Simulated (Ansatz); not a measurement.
# WGe (quintet): wave-function methods side by side, def2-SVP

An exercise on one series of results from a longer session: the logs are not shown, and one member is left open.

Program: Ansatz 0.2.0, Gaussian basis. Level of theory: def2-SVP, core rule «outside noble gas», up to 18 orbitals frozen. These are calculated values, not measurements.

To be run: UHF; CCSD(T) on ROHF; CCSD(T) on UHF; CISD as a restricted active space (open shells left free, so some higher excitations enter); CCSDT(Q) on ROHF; CCSDT(Q) on UHF; CASSCF and MRCISD+Q, 10 electrons in 10 orbitals; CASSCF and NEVPT2, 10 electrons in 10 orbitals.

15 further runs of the same task are left out: 3 for a known fault of the program, 4 that didn't finish, 8 set aside as unsound or not needed. Runs told in other sessions of the task aren't counted.

## The system

The geometry is a PBE0/def2-TZVP stationary point (not a proven minimum). No spin-orbit coupling is included. Elements past krypton take def2 core potentials. The filled d shell of Ge may be among the frozen orbitals whatever the setting's name suggests.

2 atoms, charge 0, spin multiplicity 5.

Atoms are counted from 1 here; the program's logs count them from 0.

Bond lengths: W1–Ge2 2.413 Å.

Set-up of the first run:

Contents of in.yaml:

```yaml
crystal:
  periodic: [false, false, false]
  atoms:
    - {symbol: W, position_ang: [0.000000, 0.000000, 0.000000]}
    - {symbol: Ge, position_ang: [0.000000, 0.000000, 2.413000]}
basis:
  gaussian: {orbitals: def2-SVP}
magnetization: {spin_polarized: true, initial_magnetization: 4}
hamiltonian: {xc: hf}
output: {orbitals: {seedname: orbitals}}
```

Run with:

```
ansatz run in.yaml --threads 1 --pin off --events-out ev --progress --plain --max-ram 2393MiB
```

Steps of the session up to this table: UHF; CCSD(T) on ROHF; CCSD(T) on UHF; CISD as a restricted active space (open shells left free, so some higher excitations enter); CCSDT(Q) on ROHF; CCSDT(Q) on UHF; CASSCF and MRCISD+Q, 10 electrons in 10 orbitals; CASSCF and NEVPT2, 10 electrons in 10 orbitals.

One table of the session follows, with a row left open; its other results are not shown here.

```
          method  from RCCSDT(Q) (meV)
            ROHF               +6539.1
             UHF               +5000.9
            RMP2               +1190.9
            UMP2               +1245.8
            CISD               +1265.5
           RCCSD                +463.1
           UCCSD                +331.2
        RCCSD(T)                +106.7
        UCCSD(T)                 +62.1
          RCCSDT                 +65.6
          UCCSDT                 -18.9
       RCCSDT(Q)                     0
       UCCSDT(Q)                     ?
  CASSCF valence               +3873.2
  NEVPT2 valence                +862.7
  MRCISD valence                +338.1
MRCISD+Q valence                 +40.4
```

**Question.** Estimate the row for UCCSDT(Q).

The run gave: from RCCSDT(Q) (meV): -63.8. In the column «from RCCSDT(Q) (meV)» it is the lowest.

With the free atoms at the same levels and basis (separate runs), the atomisation energy is 2.645 eV at RCCSDT(Q), 2.533 eV at RCCSD(T), 0.158 eV at ROHF.

Limits of these values: The determinant of HF (⟨S²⟩ 7.43) is far from a pure spin state, so its energy mixes those of several spin states; that is harmless only where they are near-degenerate. The determinant of CCSD(T) (⟨S²⟩ 7.05) is far from a pure spin state, so its energy mixes those of several spin states; high orders of coupled cluster remove much of that, low ones don't. The determinant of CCSDT(Q) (⟨S²⟩ 7.05) is far from a pure spin state, so its energy mixes those of several spin states; high orders of coupled cluster remove much of that, low ones don't. Warnings: spin contamination; coupled cluster took another determinant than the lowest; large T1 diagnostic. Restricted and unrestricted rows rest on different reference determinants; a gap between their highest levels can come from leftover correlation error, from unlike frozen cores or from another state.
